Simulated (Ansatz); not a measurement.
# CH4O3Si: basis-set convergence

One table from this session's results is given with a row withheld; the runs are named, their logs left out.

Program: Ansatz 0.2.0, Gaussian basis. Level of theory: one geometry, several basis sets. These are calculated values, not measurements.

The runs, in order: PBE0-D4/def2-SVP; ωB97M-V/def2-SVP; PBE0-D4/def2-QZVPP; ωB97M-V/def2-QZVPP; the functionals' def2-TZVPP values are taken from earlier runs.

## Structure used throughout

The geometry comes from an earlier relaxation with PBE0-D4 in a triple-zeta def2 set; it is a stationary point, not always the lowest conformer.

SMILES `O=C(O)O[SiH3]`, 9 atoms, charge 0, spin multiplicity 1.

Atoms are counted from 1 here; the program's logs count them from 0.

Bond lengths: O1–C2 1.204 Å, C2–O3 1.331 Å, C2–O4 1.322 Å, O3–H6 0.965 Å, O4–Si5 1.693 Å, Si5–H7 1.479 Å, Si5–H8 1.479 Å, Si5–H9 1.479 Å. Angles: O1–C2–O3 124.9°, O1–C2–O4 124.8°, O3–C2–O4 110.3°, C2–O3–H6 106.4°, C2–O4–Si5 117.1°, O4–Si5–H7 110.1°, O4–Si5–H8 102.7°, O4–Si5–H9 110.1°, H7–Si5–H8 111.0°, H7–Si5–H9 111.7°, H8–Si5–H9 111.0°.

Set-up of the first run:

File in.yaml:

```yaml
crystal:
  periodic: [false, false, false]
  atoms:
    - {symbol: O, position_ang: [0.945203, -1.131083, 0.643707]}
    - {symbol: C, position_ang: [1.059045, 0.001614, 0.250573]}
    - {symbol: O, position_ang: [2.189858, 0.703331, 0.264894]}
    - {symbol: O, position_ang: [0.076974, 0.726537, -0.257611]}
    - {symbol: Si, position_ang: [-1.448055, -0.001526, -0.357682]}
    - {symbol: H, position_ang: [2.864378, 0.126176, 0.643544]}
    - {symbol: H, position_ang: [-1.388499, -1.184284, -1.242932]}
    - {symbol: H, position_ang: [-2.278434, 1.065948, -0.956040]}
    - {symbol: H, position_ang: [-1.932071, -0.353110, 0.994445]}
basis:
  gaussian: {orbitals: def2-SVP}
hamiltonian: {xc: pbe0, dispersion: d4}
output: {orbitals: {seedname: orbitals}}
```

The run is started by

```sh
$ ansatz run in.yaml --threads 2 --pin off --events-out ev --progress --plain --max-ram 4352MiB
```

Among the steps run: PBE0-D4 in def2-SVP; ωB97M-V in def2-SVP; PBE0-D4 in def2-QZVPP; ωB97M-V in def2-QZVPP.

One table of the session follows, with a row left open; its other results are not shown here.

It belongs to the step «Functionals by basis». 

```
functional       basis  HOMO (eV)  LUMO (eV)
   PBE0-D4    def2-SVP      -8.60       0.46
   PBE0-D4  def2-TZVPP      -8.74      -0.06
   PBE0-D4  def2-QZVPP      -8.79      -0.24
   ωB97M-V    def2-SVP     -11.05       2.40
   ωB97M-V  def2-TZVPP     -11.23       1.59
   ωB97M-V  def2-QZVPP          ?          ?
```

Estimate the missing values for ωB97M-V, def2-QZVPP.

As computed: HOMO (eV): -11.27; LUMO (eV): 1.16. In the column «HOMO (eV)» it is the lowest.
